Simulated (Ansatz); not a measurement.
# Cl3FH3OTa: the cost of one run

Program: Ansatz 0.2.0. Level of theory: RKS PBE0-D4/def2-SVP. These are calculated values, not measurements.

## (1) The starting structure

Bond lengths: Ta1–O2 2.370 Å, O2–H3 1.010 Å, Ta1–F4 1.930 Å, Ta1–Cl5 2.470 Å, Ta1–Cl6 2.470 Å, Ta1–Cl7 2.470 Å, Ta1–H8 2.100 Å, Ta1–H9 2.250 Å. Angles (14 of 22 angles, heavy atoms first): O2–Ta1–F4 90.0°, O2–Ta1–Cl5 90.0°, O2–Ta1–Cl6 120.0°, O2–Ta1–Cl7 120.0°, F4–Ta1–Cl5 180.0°, F4–Ta1–Cl6 90.0°, F4–Ta1–Cl7 90.0°, Cl5–Ta1–Cl6 90.0°, Cl5–Ta1–Cl7 90.0°, Cl6–Ta1–Cl7 120.0°, Ta1–O2–H3 109.5°, O2–Ta1–H8 71.6°, O2–Ta1–H9 42.0°, F4–Ta1–H8 117.9°.

Coordinates:

```xyz
9

Ta    0.0000    0.0000    0.0000
O     2.3700    0.0000    0.0000
H     2.7071   -0.5308    0.7903
F     0.0000    0.0000    1.9300
Cl    0.0000    0.0000   -2.4700
Cl   -1.2350    2.1390    0.0000
Cl   -1.2350   -2.1390    0.0000
H     0.6622   -1.7344   -0.9815
H     1.6714   -1.3112   -0.7420
```

## (2) A restrained relaxation towards end A

Springs on the bonds that form and break draw the guess towards this end; the thresholds are loose.

The input, input.yaml:

```yaml
crystal:
  periodic: [false, false, false]
  atoms:
    - { symbol: Ta, position_ang: [0.0, 0.0, 0.0] }
    - { symbol: O, position_ang: [2.37, 0.0, 0.0] }
    - { symbol: H, position_ang: [2.7071, -0.5308, 0.7903] }
    - { symbol: F, position_ang: [0.0, 0.0, 1.93] }
    - { symbol: Cl, position_ang: [0.0, 0.0, -2.47] }
    - { symbol: Cl, position_ang: [-1.235, 2.139, 0.0] }
    - { symbol: Cl, position_ang: [-1.235, -2.139, 0.0] }
    - { symbol: H, position_ang: [0.6622, -1.7344, -0.9815] }
    - { symbol: H, position_ang: [1.6714, -1.3112, -0.742] }
basis:
  gaussian: { orbitals: def2-SVP }
hamiltonian:
  xc: pbe0
  dispersion: d4
relax:
  f_tol: 0.15
  max_steps: 25
  restrain:
    - { distance: [0, 7], at: 3.0, k: 30.0 }
    - { distance: [8, 1], at: 2.21, k: 30.0 }
    - { distance: [0, 1], at: 2.02, k: 30.0 }
    - { distance: [8, 7], at: 0.66, k: 30.0 }
```

Launch:

```
> ansatz run input.yaml --threads 4 --pin off --max-ram 5120MiB --backend cpu --events-out ev --progress --plain --runs-dir out
```

What time and memory should one allow on 4 threads of Arm Neoverse V1, shared host?

About 46 s, with a peak of 0.34 GiB.
